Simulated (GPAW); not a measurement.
# GeH3O2 (SMILES [O][GeH2][OH]): levels of theory compared

Aim: a comparison of 4 runs (UPBE/real-space grid, URPBE-D3(BJ)/real-space grid, URPBE-D3(0)/dz(dzp), UPBE/dzp) of GeH3O2. 

The calculation is run with GPAW 26.7.0.

3 further runs of the same task are left out: 1 that didn't finish, 2 set aside as unsound or not needed.

## Step 1: The system as given

The species is GeH3O2 (6 atoms), meant as a doublet with charge 0. As SMILES, `[O][GeH2][OH]`. Geometry: relaxed at PBE0-D4/def2-TZVP. This is one conformer, not always the lowest.

Bond lengths: O1–Ge2 1.790 Å, Ge2–O3 1.768 Å, Ge2–H4 1.539 Å, Ge2–H5 1.528 Å, O3–H6 0.960 Å. Angles: O1–Ge2–O3 111.6°, O1–Ge2–H4 102.2°, O1–Ge2–H5 109.7°, O3–Ge2–H4 112.1°, O3–Ge2–H5 104.9°, Ge2–O3–H6 113.3°, H4–Ge2–H5 116.5°.

## Step 2: The charge distribution at UPBE/real-space grid (scalar-relativistic datasets) (run 1)

mol.xyz reads:

```xyz
6

O     -1.694000    -0.455900     0.556900
Ge    -0.249900     0.168600    -0.295800
O      1.186300     0.124100     0.735000
H     -0.134800    -0.795800    -1.489800
H     -0.447300     1.647000    -0.628900
H      1.381600    -0.751900     1.076400
```

mol.py reads:

```python
import numpy as np
from ase.io import read
from ase.units import Debye
from gpaw import GPAW

mol = read('mol.xyz')
mol.center(vacuum=4.5)
mol.set_initial_magnetic_moments([0.333333, 0.333333, 0.333333, 0.0, 0.0, 0.0])

dft = GPAW(mode='fd',
           maxiter=150,
           xc='PBE',
           occupations={'name': 'fermi-dirac', 'width': 0.0, 'fixmagmom': True},
           symmetry='off',
           h=0.18,
           txt='-')
mol.calc = dft

energy = mol.get_potential_energy()
print(f'Energy                  {energy:.5f} eV')
forces = mol.get_forces()
print('Forces (eV/Ang)')
for symbol, f in zip(mol.symbols, forces):
    print(f'{symbol:2} {f[0]:9.4f} {f[1]:9.4f} {f[2]:9.4f}')
dipole = mol.get_dipole_moment() / Debye
print(f'Dipole                  {np.linalg.norm(dipole):.3f} D')
print('Moments:', mol.get_magnetic_moments().round(3))
```

Command:

```console
$ python3 -u mol.py | tee mol.out
```

The program printed:

```text
[...]
Number of symmetries: 1
[...]
  Number of IBZ points: 1
[...]
Spin-components: 2 (collinear spins)
Bands:           15
[...]
  Valence electrons: 19.0
[...]
  Grid points: [68 64 64]
  Charge: 0.0  # |e|
[...]
    cutoffs:
[...]
occupation numbers:
  Fixed magnetic moment: 1.000
[...]
xc functional:
  name: PBE with 2 nearest neighbor stencil
[...]
|iter     |     time |      energy | eigst |  dens |  magmom |
[...]
|iter:   1| 00:00:04 |  -29.192989 | +0.94 |       |  +0.9953|
[...]
|iter:  18| 00:00:49 |  -26.743605c| -7.45c| -5.24c|  +1.0000|
Converged in 18 steps
[...]
Energy contributions relative to reference atoms: (reference = -61216.812942)
Energy contributions:
  Kinetic:          45.084527
  Coulomb:         -46.310397
  Zero:              0.979726
  External:          0.000000
  Xc:              -26.497460
  Entropy:           0.000000
  Spinorbit:         0.000000
  ----------------------------
  Free energy:     -26.743605
  Extrapolated:    -26.743605
dipole moment: (0.219772, -0.072619, -0.301905)  # |e|*Ang
Total magnetic moment: (0.000000, 0.000000, 0.999999)
Local magnetic moments
|        x |        y |         z |
|----------|----------|-----------|
| 0.000000 | 0.000000 |  0.503046 |  # O    0
| 0.000000 | 0.000000 | -0.011323 |  # Ge   1
| 0.000000 | 0.000000 | -0.002713 |  # O    2
| 0.000000 | 0.000000 |  0.025863 |  # H    3
| 0.000000 | 0.000000 |  0.015784 |  # H    4
| 0.000000 | 0.000000 | -0.000009 |  # H    5
Fermi levels: -7.426, -6.151
Eigenvalues  # (at kpt = [0.000, 0.000, 0.000])
| band index |      eig [eV] | occ [0-1] |      eig [eV] | occ [0-1] |
|------------|---------------|-----------|---------------|-----------|
|          0 |       -24.965 |     1.000 |       -24.934 |     1.000 |
|          1 |       -23.878 |     1.000 |       -22.485 |     1.000 |
|          2 |       -14.524 |     1.000 |       -14.410 |     1.000 |
|          3 |       -11.781 |     1.000 |       -11.664 |     1.000 |
|          4 |       -10.186 |     1.000 |        -9.664 |     1.000 |
|          5 |        -9.499 |     1.000 |        -9.190 |     1.000 |
|          6 |        -9.022 |     1.000 |        -8.485 |     1.000 |
|          7 |        -8.393 |     1.000 |        -7.503 |     1.000 |
|          8 |        -7.646 |     1.000 |        -7.017 |     1.000 |
|          9 |        -7.426 |     1.000 |        -6.151 |     0.000 |
|         10 |        -1.054 |     0.000 |        -1.006 |     0.000 |
|         11 |        -0.656 |     0.000 |        -0.580 |     0.000 |
[...]
Gap: 0.077 eV
Transition (v -> c):
[...]
Forces (eV/Ang)
O    -0.3310   -0.1208    0.1033
Ge   -0.4091   -0.0086   -0.1737
O     0.6544    0.5754    0.2831
H     0.0095   -0.1972   -0.2845
H    -0.0126    0.2880   -0.0952
H     0.0897   -0.5278    0.1850
Dipole                  1.827 D
Moments: [ 0.503 -0.011 -0.003  0.026  0.016 -0.   ]
```

Wall time 50 s (1 thread of Arm Neoverse V1, shared host); peak memory 0.95 GiB.

## Step 3: The charge distribution at URPBE-D3(BJ)/real-space grid (scalar-relativistic datasets) (run 2)

sp.py reads:

```python
import numpy as np
from ase import Atoms
from ase.calculators.mixing import SumCalculator
from ase.units import Debye
from dftd3.ase import DFTD3
from gpaw import GPAW
from gpaw.analyse.hirshfeld import HirshfeldPartitioning

atoms = Atoms(['O', 'Ge', 'O', 'H', 'H', 'H'],
    positions=[[ -1.694000,  -0.455900,   0.556900],
               [ -0.249900,   0.168600,  -0.295800],
               [  1.186300,   0.124100,   0.735000],
               [ -0.134800,  -0.795800,  -1.489800],
               [ -0.447300,   1.647000,  -0.628900],
               [  1.381600,  -0.751900,   1.076400]])
atoms.set_cell([13.0, 13.0, 13.0])
atoms.center()
atoms.set_initial_magnetic_moments([0.333333, 0.333333, 0.333333, 0.0, 0.0, 0.0])

calc = GPAW(mode='fd',
            h=0.22,
            xc='RPBE',
            occupations={'name': 'fermi-dirac', 'width': 0.02, 'fixmagmom': True},
            maxiter=120,
            symmetry='off',
            legacy_gpaw=True,
            txt='-')
atoms.calc = SumCalculator([DFTD3(method='RPBE', damping='d3bj'), calc])

energy = atoms.get_potential_energy()
print(f'Energy: {energy:.5f} eV')
forces = atoms.get_forces()
print('Forces (eV/Ang)')
for symbol, f in zip(atoms.symbols, forces):
    print(f'{symbol:2} {f[0]:9.4f} {f[1]:9.4f} {f[2]:9.4f}')
dipole = calc.get_dipole_moment(atoms) / Debye
print(f'Dipole = {np.linalg.norm(dipole):.3f} D')
print('Moments:', calc.get_magnetic_moments(atoms).round(3))
hirshfeld = HirshfeldPartitioning(calc)
charges = hirshfeld.get_charges()
volumes = hirshfeld.get_effective_volume_ratios()
for symbol, q, v in zip(atoms.symbols, charges, volumes):
    print(f'{symbol:2} charge {q:7.3f}  volume ratio {v:6.3f}')
```

Command:

```console
$ python sp.py
```

The program printed:

```text
[...]
    cutoffs:
[...]
  Total Charge: 0.000000
[...]
Number of atoms: 6
[...]
Number of bands in calculation: 15
Number of valence electrons: 19
[...]
iter:   1 hh:mm:ss   -28.617647                   +0.9948
[...]
iter:  23 hh:mm:ss   -26.240474c  -7.58c -5.55c   +1.0000
Converged after 23 iterations.
Dipole moment: (0.210669, -0.075678, -0.287753) |e|*Ang
Total magnetic moment: (0.000000, 0.000000, 0.999999)
Local magnetic moments:
   0 O  ( 0.000000,  0.000000,  0.510563)
   1 Ge ( 0.000000,  0.000000, -0.012189)
   2 O  ( 0.000000,  0.000000, -0.002696)
   3 H  ( 0.000000,  0.000000,  0.023901)
   4 H  ( 0.000000,  0.000000,  0.014324)
   5 H  ( 0.000000,  0.000000, -0.000022)
Energy contributions relative to reference atoms: (reference = -61227.674529)
Kinetic:        +47.140722
Potential:      -48.970707
External:        +0.000000
XC:             -26.030686
Entropy (-ST):   -0.000000
Local:           +1.620196
SIC:             +0.000000
--------------------------
Free energy:    -26.240475
Extrapolated:   -26.240474
Spin contamination: 0.047385 electrons
                   Up                     Down
 Band  Eigenvalues  Occupancy  Eigenvalues  Occupancy
    0    -24.95717    1.00000    -24.92523    1.00000
    1    -23.91426    1.00000    -22.46316    1.00000
    2    -14.44474    1.00000    -14.33600    1.00000
    3    -11.73531    1.00000    -11.62203    1.00000
    4    -10.15381    1.00000     -9.61890    1.00000
    5     -9.45797    1.00000     -9.13980    1.00000
    6     -8.99489    1.00000     -8.44274    1.00000
    7     -8.36903    1.00000     -7.46137    1.00000
    8     -7.61560    1.00000     -6.99526    1.00000
    9     -7.39600    1.00000     -6.00496    0.00000
   10     -1.08863    0.00000     -1.04948    0.00000
   11     -0.72006    0.00000     -0.65142    0.00000
   12     -0.58602    0.00000     -0.48598    0.00000
   13      0.22135    0.00000      0.25277    0.00000
[...]
Fermi levels: -7.10582, -6.29513
[...]
Forces (eV/Ang)
O    -0.4285   -0.1493    0.2890
Ge   -0.3535    0.0567   -0.3934
O     0.6977    0.6375    0.2614
H     0.0574   -0.2242   -0.2712
H    -0.0098    0.3305   -0.0745
H     0.0878   -0.4505    0.0895
Dipole = 1.751 D
Moments: [ 0.511 -0.012 -0.003  0.024  0.014 -0.   ]
O  charge  -0.205  volume ratio  0.998
Ge charge   0.430  volume ratio  0.806
O  charge  -0.293  volume ratio  0.937
H  charge  -0.039  volume ratio  0.702
H  charge  -0.034  volume ratio  0.688
H  charge   0.144  volume ratio  0.662
```

Wall time 47 s (1 thread of Arm Neoverse V1, shared host); peak memory 0.7 GiB.

Atomic charges (e):

| atom | Hirshfeld |
| --- | --- |
| O1 | -0.205 |
| Ge2 | +0.430 |
| O3 | -0.293 |
| H4 | -0.039 |
| H5 | -0.034 |
| H6 | +0.144 |

## Step 4: Energy and one-electron properties at URPBE-D3(0)/dz(dzp) (scalar-relativistic datasets) (run 3)

geh3o2.xyz reads:

```xyz
6

O     -1.694000    -0.455900     0.556900
Ge    -0.249900     0.168600    -0.295800
O      1.186300     0.124100     0.735000
H     -0.134800    -0.795800    -1.489800
H     -0.447300     1.647000    -0.628900
H      1.381600    -0.751900     1.076400
```

calc.py reads:

```python
from ase.calculators.mixing import SumCalculator
from ase.io import read
from dftd3.ase import DFTD3
from gpaw import GPAW
from gpaw.analyse.hirshfeld import HirshfeldPartitioning

# Atomic positions
system = read("geh3o2.xyz")
system.center(vacuum=4.5)
system.set_initial_magnetic_moments([1.0, 0.0, 0.0, 0.0, 0.0, 0.0])

# DFT calculator
calculator = GPAW(mode="lcao",
                  basis="dz(dzp)",
                  h=0.16,
                  xc="RPBE",
                  occupations={"name": "fermi-dirac", "width": 0.0, "fixmagmom": True},
                  maxiter=100,
                  symmetry="off",
                  legacy_gpaw=True,
                  txt="geh3o2.txt")
system.calc = SumCalculator([DFTD3(method="RPBE", damping="d3zero"), calculator])

energy = system.get_potential_energy()
print(f"Energy: {energy:.5f} eV")
forces = system.get_forces()
print("Forces (eV/Ang)")
for symbol, f in zip(system.symbols, forces):
    print(f'{symbol:2} {f[0]:9.4f} {f[1]:9.4f} {f[2]:9.4f}')
print("Moments:", calculator.get_magnetic_moments(system).round(3))
hirshfeld = HirshfeldPartitioning(calculator)
charges = hirshfeld.get_charges()
volumes = hirshfeld.get_effective_volume_ratios()
for symbol, q, v in zip(system.symbols, charges, volumes):
    print(f'{symbol:2} charge {q:7.3f}  volume ratio {v:6.3f}')
```

Command:

```console
$ python3 calc.py
```

The program printed:

```text
Energy: -22.32688 eV
Forces (eV/Ang)
O    -1.5301   -0.6832    0.7724
Ge   -0.0061    0.6345   -1.0783
O     0.8641    1.7477    0.1003
H    -0.0155   -0.3948   -0.5936
H     0.0047    0.5695   -0.1872
H     0.6915   -1.8758    0.9377
Moments: [ 0.522 -0.015 -0.005  0.023  0.014 -0.   ]
O  charge  -0.214  volume ratio  1.050
Ge charge   0.451  volume ratio  0.834
O  charge  -0.303  volume ratio  1.019
H  charge  -0.043  volume ratio  0.731
H  charge  -0.033  volume ratio  0.715
H  charge   0.140  volume ratio  0.671
```

geh3o2.txt:

```text
___ ___ ___ _ _ _
 |   |   |_  | | | |
 | | | | | . | | | |
 |__ |  _|___|_____|  26.7.0
 |___|_|

units:  Angstrom and eV
cores:  1
OpenMP: False

Versions:
  Python: 3.12.14
  ASE:    3.29.0
  Numpy:  2.5.5
  Scipy:  1.18.1
  Libxc:  7.0.0

        _gpaw.cpython-312-aarch64-linux-gnu.so

Input parameters:
  basis: dz(dzp)
  h: 0.16
  maxiter: 100
  mode: lcao
  occupations: {fixmagmom: True,
                name: fermi-dirac,
                width: 0.0}
  symmetry: off
  xc: RPBE

System changes: positions, numbers, cell, pbc, initial_charges, initial_magmoms

Initialize ...

species:
  O:
    name:    Oxygen
    Z:       8.0
    valence: 6
    core:    2
[... 93 lines left out ...]
Reference energy: -61227.674529  # eV
[... 4 lines left out ...]
Convergence criteria:
 Maximum [total energy] change in last 3 cyles: 0.0005 eV / valence electron
[... 4 lines left out ...]
 the SCF output indicates the quantity has converged.)
[... 9 lines left out ...]
       k-points in crystal coordinates                weights
[... 62 lines left out ...]
Bands to converge: occupied
[... 56 lines left out ...]
Converged after 13 iterations.
[... 1 line left out ...]
Dipole moment: (0.186219, -0.129627, -0.330926) |e|*Ang
[... 20 lines left out ...]
Free energy:    -22.246142
[... 89 lines left out ...]
Memory usage: 1.06 GiB
```

Run time: 30 s. Hardware: 1 thread of Arm Neoverse V1, shared host; peak memory 1.1 GiB.

Atomic charges (e):

| atom | Hirshfeld |
| --- | --- |
| O1 | -0.214 |
| Ge2 | +0.451 |
| O3 | -0.303 |
| H4 | -0.043 |
| H5 | -0.033 |
| H6 | +0.140 |

## Step 5: Energy and one-electron properties at UPBE/dzp (scalar-relativistic datasets) (run 4)

mol_sp.py reads:

```python
import numpy as np
from ase import Atoms
from ase.units import Bohr, Debye
from gpaw import GPAW

# Atomic positions
positions_bohr = np.array(
              [[ -3.201196,  -0.861526,   1.052388],
               [ -0.472243,   0.318608,  -0.558981],
               [  2.241782,   0.234515,   1.388949],
               [ -0.254735,  -1.503844,  -2.815314],
               [ -0.845274,   3.112379,  -1.188449],
               [  2.610846,  -1.420885,   2.034101]])
atoms = Atoms('OGeOHHH', positions=positions_bohr * Bohr)
atoms.center(vacuum=4.5)
atoms.set_initial_magnetic_moments([0.333333, 0.333333, 0.333333, 0.0, 0.0, 0.0])

# DFT calculator
dft = GPAW(mode='lcao',
           basis='dzp',
           h=0.18,
           xc='PBE',
           occupations={'name': 'fermi-dirac', 'width': 0.0, 'fixmagmom': True},
           maxiter=150,
           symmetry='off',
           txt='-')
atoms.calc = dft

energy = atoms.get_potential_energy()
print(f'Energy = {energy:.5f} eV')
forces = atoms.get_forces()
print('Forces (eV/Ang)')
for symbol, f in zip(atoms.symbols, forces):
    print(f'{symbol:2} {f[0]:9.4f} {f[1]:9.4f} {f[2]:9.4f}')
dipole = atoms.get_dipole_moment() / Debye
print(f'Dipole                  {np.linalg.norm(dipole):.3f} D')
print('Moments:', atoms.get_magnetic_moments().round(3))
```

Command:

```console
$ python mol_sp.py
```

The program printed (excerpt; [...] marks lines left out):

```text
[...]
Number of symmetries: 1
[...]
  Number of IBZ points: 1
[...]
basis functions: 54
Spin-components: 2 (collinear spins)
Bands:           15
[...]
  Valence electrons: 19.0
[...]
  Grid points: [68 64 64]
  Charge: 0.0  # |e|
[...]
    cutoffs:
[...]
occupation numbers:
  Fixed magnetic moment: 1.000
[...]
xc functional:
  name: PBE with 2 nearest neighbor stencil
[...]
|iter     |     time |      energy | eigst |  dens |  magmom |
[...]
|iter:   1| 00:00:06 |  -25.851611 |      c|       |  +0.9984|
[...]
|iter:  15| 00:00:23 |  -24.284041c|      c| -4.33c|  +1.0000|
Converged in 15 steps
[...]
Energy contributions relative to reference atoms: (reference = -61216.812942)
Energy contributions:
  Kinetic:          50.090259
  Coulomb:         -47.336879
  Zero:              0.490751
  External:          0.000000
  Xc:              -27.528172
  Entropy:           0.000000
  Spinorbit:         0.000000
  ----------------------------
  Free energy:     -24.284041
  Extrapolated:    -24.284041
dipole moment: (0.208380, -0.080797, -0.279448)  # |e|*Ang
Total magnetic moment: (0.000000, 0.000000, 0.999982)
Local magnetic moments
|        x |        y |         z |
|----------|----------|-----------|
| 0.000000 | 0.000000 |  0.510913 |  # O    0
| 0.000000 | 0.000000 | -0.009718 |  # Ge   1
| 0.000000 | 0.000000 | -0.004127 |  # O    2
| 0.000000 | 0.000000 |  0.024777 |  # H    3
| 0.000000 | 0.000000 |  0.014651 |  # H    4
| 0.000000 | 0.000000 | -0.000024 |  # H    5
Fermi levels: -6.959, -5.713
Eigenvalues  # (at kpt = [0.000, 0.000, 0.000])
[...]
Gap: 0.056 eV
Transition (v -> c):
[...]
Forces (eV/Ang)
O    -0.7448   -0.3280    0.3238
Ge   -0.2828   -0.0009   -0.3015
O     0.8714    1.3387    0.2433
H    -0.0022   -0.2986   -0.4899
H     0.0085    0.4821   -0.1656
H     0.1469   -1.1920    0.3788
Dipole                  1.719 D
Moments: [ 0.511 -0.01  -0.004  0.025  0.015 -0.   ]
```

It took 24 s on 1 thread of Arm Neoverse V1, shared host; peak memory 0.99 GiB.

## Step 6: The series

| run | level | grid spacing | box rule | energy (Eh) | dipole moment (D) | HOMO energy (eV) | LUMO energy (eV) | wall time |
| --- | --- | --- | --- | --- | --- | --- | --- | --- |
| 1 | UPBE/real-space grid (scalar-relativistic datasets) | 0.18 | center | -2250.659191 | 1.83 | -7.02 | -6.15 | 50 s |
| 2 | URPBE-D3(BJ)/real-space grid (scalar-relativistic datasets) | 0.22 | cube | -2251.060199 | 1.75 | -7.00 | -6.00 | 47 s |
| 3 | URPBE-D3(0)/dz(dzp) (scalar-relativistic datasets) | 0.16 | center | -2250.896035 | 1.93 | -6.59 | -5.72 | 30 s |
| 4 | UPBE/dzp (scalar-relativistic datasets) | 0.18 | center | -2250.568803 | 1.72 | -6.52 | -5.71 | 24 s |

## Step 7: Results

| quantity | value |
| --- | --- |
| run 4: energy as printed (from the program's reference atoms) | -24.2840 eV |
| run 4: dipole moment | 1.72 D |
| run 4: HOMO energy (highest over α and β) | -6.52 eV |
| run 4: LUMO energy (lowest over α and β) | -5.71 eV |
| run 4: largest force on an atom | 1.616 eV/Å |

What this shows: The dipole moment (its size) runs from 1.72 D (UPBE/dzp) to 1.93 D (URPBE-D3(0)/dz(dzp)). The two ends differ in method and basis. Totals of different functionals can't be ranked against each other. All runs together took 2.5 min, the longest 50 s.
